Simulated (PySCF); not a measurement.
**One shape, several levels: SiCl2F (SMILES F[Si](Cl)Cl)**

We compute a comparison of 4 runs (UB3LYP/STO-3G, UPBE0/STO-3G, UMP2/STO-3G, UCISD/STO-3G) of SiCl2F. The job is set up through a Python script.

The results are computed with PySCF 2.14.0.

8 further runs of the same task are left out: 4 that didn't finish, 4 set aside as unsound or not needed.

**1. The system as given**

The species is SiCl2F (4 atoms), meant as a doublet with charge 0. SMILES: `F[Si](Cl)Cl`. The Si2–Cl4 distance was set to 4.419 Å, away from the relaxed value. At this shape a bond of the SMILES string is far longer than usual.

Bond lengths: F1–Si2 1.619 Å, Si2–Cl3 2.009 Å. Angles: F1–Si2–Cl3 104.6°.

**2. A single-point energy at UB3LYP/STO-3G (run 1)**

The input, job.py:

```python
from pyscf import gto, dft

mol = gto.Mole()
mol.atom = '''
F      0.741621    -2.320555     2.260430
Si    -0.383789    -2.366325     1.097640
Cl    -2.133089    -2.343315     2.084990
Cl     0.435160     1.197870    -1.383320
'''
mol.spin = 1
mol.basis = 'sto-3g'
mol.verbose = 3
mol.max_memory = 1860
mol.build()

ks = dft.UKS(mol)
ks.xc = 'b3lyp'
ks.conv_tol = 1e-10
ks.grids.level = 5
ks.kernel()
if not ks.converged:
    ks = ks.newton().run(ks.mo_coeff, ks.mo_occ)

e_tot = ks.e_tot
print('E = %.10f Eh' % e_tot)
```

Launch:

```console
$ OMP_NUM_THREADS=1 python job.py
```

Log:

```text
WARN: HOMO -0.28403954614696 >= LUMO -0.284039546146959

WARN: HOMO -0.0792207759251908 >= LUMO -0.0792228936606934

WARN: HOMO -0.161787249960691 >= LUMO -0.161196044973873

SCF not converged.
SCF energy = -1294.8613299379 after 50 cycles  <S^2> = 0.75011029  2S+1 = 2.0001103
converged SCF energy = -1294.86145028145  <S^2> = 0.75011068  2S+1 = 2.0001107
E = -1294.8614502814 Eh
```

Run time: 54 s. Hardware: 1 thread of Intel Xeon 6975P-C (Granite Rapids), shared host; peak memory 0.41 GiB.

**3. A single-point energy at UPBE0/STO-3G (run 2)**

The input, input.py:

```python
from pyscf import gto, dft

mol = gto.M(
    atom='''
F      1.401461    -4.385213     4.271594
Si    -0.725256    -4.471706     2.074239
Cl    -4.030954    -4.428224     3.940060
Cl     0.822333     2.263646    -2.614096
''',
    charge=0,
    max_memory=1860,
    spin=1,
    verbose=3,
    unit='bohr',
    basis='sto-3g',
)

mf = dft.UKS(mol)
mf.xc = 'pbe0'
mf.grids.level = 5
mf.conv_tol = 1e-10
mf.kernel()
if not mf.converged:
    mf = mf.newton().run(mf.mo_coeff, mf.mo_occ)

e_tot = mf.e_tot
print('E(%s) = %.9f' % ('PBE0', e_tot))
```

Launch:

```console
$ OMP_NUM_THREADS=1 python input.py
```

Log:

```text
WARN: HOMO -0.0624662575847465 >= LUMO -0.0624444035336863

WARN: HOMO -0.0800159416631623 >= LUMO -0.0797720302818721

WARN: HOMO -0.163690823400591 >= LUMO -0.163415249446958

WARN: HOMO -0.164616966692126 >= LUMO -0.163834839818282

WARN: HOMO -0.163549936409992 >= LUMO -0.16335306083995

WARN: HOMO -0.163611271224684 >= LUMO -0.163396441662363

WARN: HOMO -0.164915475620266 >= LUMO -0.163929395777437

SCF not converged.
SCF energy = -1294.41417137384 after 50 cycles  <S^2> = 0.75010109  2S+1 = 2.0001011
converged SCF energy = -1294.4142764869  <S^2> = 0.75009625  2S+1 = 2.0000963
E(PBE0) = -1294.414276487
```

Run time: 50 s. Hardware: 1 thread of Intel Xeon 6975P-C (Granite Rapids), shared host; peak memory 0.41 GiB.

Run 3 isn't shown in full; the table further down has it.

**4. A single-point energy at UCISD/STO-3G (run 4)**

The input, mol.xyz:

```xyz
4
Cl2FSi
F      0.741621    -2.320555     2.260430
Si    -0.383789    -2.366325     1.097640
Cl    -2.133089    -2.343315     2.084990
Cl     0.435160     1.197870    -1.383320
```

The input, job.py:

```python
from pyscf import gto, scf, ci

molecule = gto.M(
    atom='mol.xyz',
    basis='sto-3g',
    max_memory=1860,
    verbose=3,
    spin=1,
    charge=0,
)

mf = scf.UHF(molecule)
mf.conv_tol = 1e-10
mf.kernel()
if not mf.converged:
    mf = mf.newton().run(mf.mo_coeff, mf.mo_occ)

cisd = ci.CISD(mf, frozen=16)
cisd.kernel()
e_tot = cisd.e_tot
print('E = %.10f Eh' % e_tot)
```

Launch:

```console
$ OMP_NUM_THREADS=1 python job.py
```

Log:

```text
WARN: HOMO -0.0750042846851521 >= LUMO -0.0749105481476025

WARN: HOMO -0.12126732006678 >= LUMO -0.121064146678401

SCF not converged.
SCF energy = -1292.80410785375 after 50 cycles  <S^2> = 0.75000032  2S+1 = 2.0000003
converged SCF energy = -1292.80412544323  <S^2> = 0.75000031  2S+1 = 2.0000003
E(UCISD) = -1292.871160872604  E_corr = -0.06703542937748332
E = -1292.8711608726 Eh
```

Run time: 1.1 s. Hardware: 1 thread of Intel Xeon 6975P-C (Granite Rapids), shared host; peak memory 0.12 GiB.

**5. The series**

| run | level | integration grid | frozen core orbitals | energy (Eh) | dipole moment (D) of the reference | HOMO energy (eV) | LUMO energy (eV) | wall time |
| --- | --- | --- | --- | --- | --- | --- | --- | --- |
| 1 | UB3LYP/STO-3G | 5 | – | -1294.861450 | 2.47 | -4.76 | -3.98 | 54 s |
| 2 | UPBE0/STO-3G | 5 | – | -1294.414276 | 2.17 | -4.88 | -3.92 | 50 s |
| 3 | UMP2/STO-3G | – | 16 | -1292.859653 | 2.44 | -7.49 | 1.43 | 0.79 s |
| 4 | UCISD/STO-3G | – | 16 | -1292.871161 | 2.44 | -7.49 | 1.43 | 1.1 s |

**6. What came out**

| quantity | value |
| --- | --- |
| run 4: total energy | -1292.87116 Eh |
| run 4: dipole moment (Hartree–Fock density) | 2.44 D |
| run 4: HOMO energy (Hartree–Fock orbitals) (highest over α and β) | -7.49 eV |
| run 4: LUMO energy (Hartree–Fock orbitals) (lowest over α and β) | 1.43 eV |
| run 4: correlation energy (16 core orbitals frozen) | -67.0 mEh |
| run 4: ⟨S²⟩ of the reference determinant | 0.750 |

In words: Totals of different functionals can't be ranked against each other. In runs 1, 2, 3, 4 the basis is minimal, so the values are rough. All runs together took 1.8 min, the longest 54 s.
